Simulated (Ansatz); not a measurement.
# AlNH3OF (SMILES [NH2][Al]([OH])[F]): BHLYP/cc-pVDZ

Aim: the energy change on altering one bond length of AlNH3OF at BHLYP/cc-pVDZ, from 2 runs. 

The calculation is run with Ansatz 0.2.0.

126 further runs of the same task are left out: 126 set aside as unsound or not needed.

## (1) The structure to begin with

The species is AlNH3OF (7 atoms), meant as a singlet with charge 0. SMILES: `[NH2][Al]([OH])[F]`. Geometry: relaxed at PBE0-D4/def2-TZVP. This is one conformer, not always the lowest.

Bond lengths: N1–Al2 1.755 Å, Al2–O3 1.685 Å, Al2–F4 1.644 Å, N1–H5 1.006 Å, N1–H6 1.006 Å, O3–H7 0.954 Å. Angles: N1–Al2–O3 124.9°, N1–Al2–F4 118.1°, O3–Al2–F4 117.0°, Al2–N1–H5 123.7°, Al2–N1–H6 125.7°, Al2–O3–H7 124.9°, H5–N1–H6 110.6°.

## (2) The energy at BHLYP/cc-pVDZ

molecule.yaml reads:

```yaml
crystal:
  periodic: [false, false, false]
  atoms:
    - {symbol: N, position_ang: [-0.569800, 0.926800, -0.530800]}
    - {symbol: Al, position_ang: [-0.133300, -0.630000, 0.151800]}
    - {symbol: O, position_ang: [1.368400, -1.004200, 0.819000]}
    - {symbol: F, position_ang: [-1.265600, -1.822100, 0.146500]}
    - {symbol: H, position_ang: [-1.473200, 1.130200, -0.925100]}
    - {symbol: H, position_ang: [0.029600, 1.732300, -0.586700]}
    - {symbol: H, position_ang: [2.105200, -0.401000, 0.879500]}
basis:
  gaussian: {orbitals: cc-pVDZ}
hamiltonian: {xc: {name: BHLYP}}
accuracy: high
output: {orbitals: {seedname: orbitals}}
```

The run is started by

```bash
$ ansatz run molecule.yaml --threads 1 --pin off --max-ram 3480MiB --events-out events.jsonl --progress --plain --runs-dir runs
```

The program printed:

```text
Warning: RAYON_NUM_THREADS=1 ignored (pool sized by the plan → 1); use --threads N
Functional definition: BHLYP
  name "BHLYP"
  parameter a = 0.5
  exchange = (1 - a)*b88_x + a*exact_x
  correlation = lyp_c
1649 factors; integrals over basis functions are off by at most 3.7e-9 eV
mean field evaluation 1: about -12892.6351 eV, gradient 6.9e1 eV
mean field evaluation 2: about -12890.6794 eV, gradient 7.7e1 eV
mean field evaluation 4: about -12901.0575 eV, gradient 2.0e0 eV
mean field evaluation 8: about -12901.3444 eV, gradient 3.0e-1 eV
mean field evaluation 16: about -12901.3446 eV, gradient 2.7e-5 eV
mean field -12901.34458609 eV, -474.1156686935 hartree, gradient 2.9e-8 eV, S^2 0.000000; 0 other end points of the search recorded, 0 dependent functions left out
reference -12901.34461217 eV, -474.1156696517 hartree; 20, 20 occupied and 55, 55 virtual orbitals, 1649 factors
Total energy: -12901.34461217 eV, -474.1156696517 hartree
```

Run time: 6.6 s. Hardware: 1 thread of Arm Neoverse V1, shared host; peak memory 0.22 GiB.

## (3) The distorted shape at the same level

input.yaml reads:

```yaml
crystal:
  periodic: [false, false, false]
  atoms:
    - {symbol: N, position_ang: [-0.230108, 1.284432, -0.529210]}
    - {symbol: Al, position_ang: [0.206392, -0.272368, 0.153390]}
    - {symbol: O, position_ang: [1.708092, -0.646568, 0.820590]}
    - {symbol: F, position_ang: [-1.265600, -1.822100, 0.146500]}
    - {symbol: H, position_ang: [-1.133508, 1.487832, -0.923510]}
    - {symbol: H, position_ang: [0.369292, 2.089932, -0.585110]}
    - {symbol: H, position_ang: [2.444892, -0.043368, 0.881090]}
basis:
  gaussian: {orbitals: cc-pVDZ}
hamiltonian: {xc: {name: BHLYP}}
accuracy: high
output: {orbitals: {seedname: orbitals}}
```

The run is started by

```bash
$ ansatz run input.yaml --threads 1 --pin off --max-ram 3480MiB --events-out events.jsonl --progress --plain --runs-dir runs
```

The program printed:

```text
Warning: RAYON_NUM_THREADS=1 ignored (pool sized by the plan → 1); use --threads N
[... 5 set-up lines as earlier in the session ...]
1631 factors; integrals over basis functions are off by at most 6.4e-9 eV
mean field evaluation 1: about -12890.3650 eV, gradient 7.1e1 eV
mean field evaluation 2: about -12886.3639 eV, gradient 8.6e1 eV
mean field evaluation 4: about -12899.3971 eV, gradient 2.9e0 eV
mean field evaluation 8: about -12899.6828 eV, gradient 1.8e-1 eV
mean field evaluation 16: about -12899.6829 eV, gradient 3.1e-5 eV
mean field -12899.68294775 eV, -474.0546046106 hartree, gradient 9.3e-8 eV, S^2 0.000000; 0 other end points of the search recorded, 0 dependent functions left out
reference -12899.68297405 eV, -474.0546055771 hartree; 20, 20 occupied and 55, 55 virtual orbitals, 1631 factors
Total energy: -12899.68297405 eV, -474.0546055771 hartree
```

Wall time 6.3 s (1 thread of Arm Neoverse V1, shared host); peak memory 0.22 GiB.

## (4) Summary of results

At BHLYP/cc-pVDZ:

| quantity | value |
| --- | --- |
| first shape: total energy | -474.11567 Eh |
| first shape: HOMO energy | -8.87 eV |
| first shape: LUMO energy | 0.68 eV |
| first shape: HOMO–LUMO gap | 9.55 eV |
| distorted shape: total energy | -474.05461 Eh |
| distorted shape: HOMO energy | -9.36 eV |
| distorted shape: LUMO energy | -0.28 eV |
| distorted shape: HOMO–LUMO gap | 9.08 eV |
| energy change with the Al2–F4 bond stretched from 1.644 to 2.137 Å | 1.662 eV |

**Reading.** With the Al2–F4 bond stretched from 1.644 to 2.137 Å the energy rises by 1.66 eV (38 kcal/mol). The first shape isn't relaxed at this level, so the change isn't measured from a minimum.
